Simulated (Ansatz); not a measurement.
MoN2:

```
Mo N
1.0
     4.34805    0.00000    0.00000
     0.00000    4.34805    0.00000
     0.00000    0.00000    2.76746
Mo N
2 4
Cartesian
  0.0000 0.0000 0.0000
  2.1740 2.1740 0.0000
  2.6595 3.8626 1.3837
  1.6886 0.4854 1.3837
  0.4854 2.6595 1.3837
  3.8626 1.6886 1.3837
```

Measurements of this composition are mostly on another form, of space group No. 160.

Base run:

| Item | Value |
| --- | --- |
| Program | Ansatz 0.2.0 |
| Functional | PBEsol |
| Potentials or basis | Ansatz PAW |
| Cutoff | 420 eV |
| Density cutoff | 1680 eV |
| k mesh | 6 × 6 × 10 |
| Occupations | fermi-dirac, width 0.05 eV |
| Spin | no spin polarisation |
| Hubbard terms | Mo d U = 8 eV |

Its results: band gap on the k mesh none (metal or under the smearing width); pressure -1.6 GPa; largest force 0.902 eV/Å.

Q: After a change of settings the same cell gave: band gap on the k mesh none (metal or under the smearing width); pressure -11.5 GPa; largest force 0.177 eV/Å. Which change was it?
A. hubbard terms from Mo d U = 8 eV to Mo d U = 6 eV
B. hubbard terms from Mo d U = 8 eV to Mo d U = 4 eV
C. hubbard terms from Mo d U = 8 eV to none; hubbard projectors from ortho-atomic (the default) to none
D. spin from no spin polarisation to spin-orbit coupling, no magnetisation; hubbard terms from Mo d U = 8 eV to none; hubbard projectors from ortho-atomic (the default) to none; potential files from those of the base run to others of the same set

A: B.

Caveats: U without spin polarisation on a metal has little footing; the PAW data sets come from PBE, with cores solved anew for the run's functional, which leaves a small shift of forces and pressure.

Not every run made on this cell is shown here.
